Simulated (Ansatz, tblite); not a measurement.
# C26H27Cl3: a ladder of methods and basis sets

An exercise on one series of results from a longer session: the logs are not shown, and one member is left open.

The runs use Ansatz 0.2.0, Gaussian basis; as each input shows.

Levels to be run: GFN1-xTB, GFN2-xTB, PBE-D4/def2-SVP, r2SCAN-D4/def2-SVP, LDA/def2-SVP, ωB97M-V/def2-SVP, BHLYP-D4/def2-SVP, PBE0-D4/def2-TZVP, PBE-D4/def2-TZVP, HF/STO-3G, MP2/def2-SVP, RPA/def2-SVP.

### The structure

The geometry is that of the singlet, from an earlier relaxation (r2SCAN-D4/def2-SVP).

SMILES `CCC(CC(CC(C)c1ccc(Cl)cc1)c1ccc(Cl)cc1)c1ccc(Cl)cc1`, 56 atoms, charge 0, spin multiplicity 1.

Bond lengths: C1–C2 1.524 Å, C1–H30 1.104 Å, C1–H31 1.102 Å, C1–H32 1.102 Å, C2–C3 1.539 Å, C2–H33 1.107 Å, C2–H34 1.104 Å, C3–C4 1.540 Å, C3–C23 1.516 Å, C3–H35 1.106 Å, C4–C5 1.536 Å, C4–H36 1.104 Å, C4–H37 1.106 Å, C5–C6 1.540 Å, C5–C16 1.515 Å, C5–H38 1.103 Å, C6–C7 1.541 Å, C6–H39 1.106 Å and more. Angles: C2–C1–H30 110.9°, C2–C1–H31 111.2°, C2–C1–H32 111.6°, H30–C1–H31 107.7°, H30–C1–H32 107.4°, H31–C1–H32 107.8°, C1–C2–C3 113.6°, C1–C2–H33 110.3°, C1–C2–H34 109.1°, C3–C2–H33 109.4°, C3–C2–H34 108.6°, H33–C2–H34 105.5°, C2–C3–C4 112.3°, C2–C3–C23 112.4°, C2–C3–H35 107.4°, C4–C3–C23 109.5°, C4–C3–H35 107.9°, C23–C3–H35 107.0° and more.

PBE0-D4/def2-SVP was run before; its log isn't repeated, and its numbers join the tables.

Set-up of the first run:

Tight binding, by tblite at 300 K electronic temperature and without a spin-polarisation term:

```python
tblite.interface.Calculator('GFN1-xTB', numbers, positions, charge=0, uhf=0).singlepoint()
```

Tight binding, by tblite at 300 K electronic temperature and without a spin-polarisation term:

```python
tblite.interface.Calculator('GFN2-xTB', numbers, positions, charge=0, uhf=0).singlepoint()
```

start.molden holds the orbitals of an earlier run on this state, given as this run's starting guess.

Contents of in.yaml:

```yaml
crystal:
  periodic: [false, false, false]
  atoms:
    - {symbol: C, position_ang: [-0.853808, -1.898870, 2.931940]}
    - {symbol: C, position_ang: [-0.364603, -1.331060, 1.605296]}
    - {symbol: C, position_ang: [-1.223720, -0.168586, 1.077646]}
    - {symbol: C, position_ang: [-0.705189, 0.377550, -0.265554]}
    - {symbol: C, position_ang: [0.729577, 0.925964, -0.237684]}
    - {symbol: C, position_ang: [1.176802, 1.439301, -1.618520]}
    - {symbol: C, position_ang: [1.166585, 0.387365, -2.744785]}
    - {symbol: C, position_ang: [1.754735, 0.975897, -4.032082]}
    - {symbol: C, position_ang: [1.881362, -0.885503, -2.333112]}
    - {symbol: C, position_ang: [1.214234, -2.119525, -2.323266]}
    - {symbol: C, position_ang: [1.853140, -3.295671, -1.918715]}
    - {symbol: C, position_ang: [3.189303, -3.236849, -1.518051]}
    - {symbol: Cl, position_ang: [4.000708, -4.691948, -1.004923]}
    - {symbol: C, position_ang: [3.886281, -2.023594, -1.523696]}
    - {symbol: C, position_ang: [3.227622, -0.862210, -1.929427]}
    - {symbol: C, position_ang: [0.912274, 2.000913, 0.814138]}
    - {symbol: C, position_ang: [0.103297, 3.149816, 0.832468]}
    - {symbol: C, position_ang: [0.275628, 4.145928, 1.794482]}
    - {symbol: C, position_ang: [1.277672, 3.996069, 2.758247]}
    - {symbol: Cl, position_ang: [1.500803, 5.234670, 3.965065]}
    - {symbol: C, position_ang: [2.100437, 2.868056, 2.766276]}
    - {symbol: C, position_ang: [1.908677, 1.882447, 1.794248]}
    - {symbol: C, position_ang: [-2.685534, -0.546549, 0.941107]}
    - {symbol: C, position_ang: [-3.684690, 0.190909, 1.592538]}
    - {symbol: C, position_ang: [-5.038029, -0.131766, 1.458300]}
    - {symbol: C, position_ang: [-5.399836, -1.215110, 0.655018]}
    - {symbol: Cl, position_ang: [-7.084216, -1.632769, 0.477163]}
    - {symbol: C, position_ang: [-4.428717, -1.972500, -0.007322]}
    - {symbol: C, position_ang: [-3.083522, -1.631342, 0.141123]}
    - {symbol: H, position_ang: [-0.899437, -1.111855, 3.704902]}
    - {symbol: H, position_ang: [-0.180144, -2.689438, 3.299409]}
    - {symbol: H, position_ang: [-1.863992, -2.330956, 2.841325]}
    - {symbol: H, position_ang: [-0.316719, -2.129186, 0.839360]}
    - {symbol: H, position_ang: [0.673272, -0.974531, 1.725670]}
    - {symbol: H, position_ang: [-1.168441, 0.648428, 1.821760]}
    - {symbol: H, position_ang: [-0.764771, -0.432078, -1.013385]}
    - {symbol: H, position_ang: [-1.394168, 1.166102, -0.620661]}
    - {symbol: H, position_ang: [1.407312, 0.096531, 0.027492]}
    - {symbol: H, position_ang: [2.197787, 1.852286, -1.520785]}
    - {symbol: H, position_ang: [0.538610, 2.289039, -1.924621]}
    - {symbol: H, position_ang: [0.116453, 0.115356, -2.953672]}
    - {symbol: H, position_ang: [1.704734, 0.251631, -4.860007]}
    - {symbol: H, position_ang: [2.812538, 1.255619, -3.893211]}
    - {symbol: H, position_ang: [1.205428, 1.883159, -4.333210]}
    - {symbol: H, position_ang: [0.165654, -2.165257, -2.638635]}
    - {symbol: H, position_ang: [1.325054, -4.252816, -1.913224]}
    - {symbol: H, position_ang: [4.932708, -1.998245, -1.209604]}
    - {symbol: H, position_ang: [3.779597, 0.084352, -1.927464]}
    - {symbol: H, position_ang: [-0.686106, 3.273079, 0.083793]}
    - {symbol: H, position_ang: [-0.356258, 5.037040, 1.803664]}
    - {symbol: H, position_ang: [2.877868, 2.767214, 3.527012]}
    - {symbol: H, position_ang: [2.553707, 0.996996, 1.797711]}
    - {symbol: H, position_ang: [-3.397770, 1.038782, 2.224388]}
    - {symbol: H, position_ang: [-5.810177, 0.447666, 1.970273]}
    - {symbol: H, position_ang: [-4.732325, -2.817762, -0.629817]}
    - {symbol: H, position_ang: [-2.327664, -2.232180, -0.376362]}
basis:
  gaussian: {orbitals: def2-SVP, fitting: {mean_field: def2-universal-jkfit}, initial_orbitals: start.molden}
hamiltonian: {xc: pbe, dispersion: d4}
scf: {omitted_lower_state_checks: [starts]}
output: {orbitals: {seedname: orbitals}}
```

Started as:

```console
> ansatz run in.yaml --threads 2 --pin off --events-out ev --progress --plain --max-ram 32768MiB --backend cuda --devices 0, --max-vram 18GiB
```

Steps of the session up to this table: PBE-D4/def2-SVP; r2SCAN-D4/def2-SVP; LDA/def2-SVP; ωB97M-V/def2-SVP; BHLYP-D4/def2-SVP; PBE0-D4/def2-TZVP; PBE-D4/def2-TZVP; HF/STO-3G; MP2/def2-SVP; RPA/def2-SVP.

One table of the session follows, with a row left open; its other results are not shown here.

It belongs to the step «Binding energy». 

```
             level  binding an atom (eV)
         HF/STO-3G                 4.199
       HF/def2-SVP                 3.606
      LDA/def2-SVP                 5.587
   PBE-D4/def2-SVP                 5.008
  PBE-D4/def2-TZVP                 4.942
r2SCAN-D4/def2-SVP                 4.865
  PBE0-D4/def2-SVP                 4.923
 PBE0-D4/def2-TZVP                 4.854
 BHLYP-D4/def2-SVP                     ?
  ωB97M-V/def2-SVP                 4.879
      MP2/def2-SVP                 4.710
```

Q: Estimate the row for BHLYP-D4/def2-SVP from the others.

**Answer.** binding an atom (eV): 4.696. In the column «binding an atom (eV)» it lies between HF/STO-3G (4.199) and MP2/def2-SVP (4.710).

To keep in mind: Free atoms were run apart at each level; binding is atoms less cluster, divided by the number of atoms, without zero-point or spin-orbit terms.
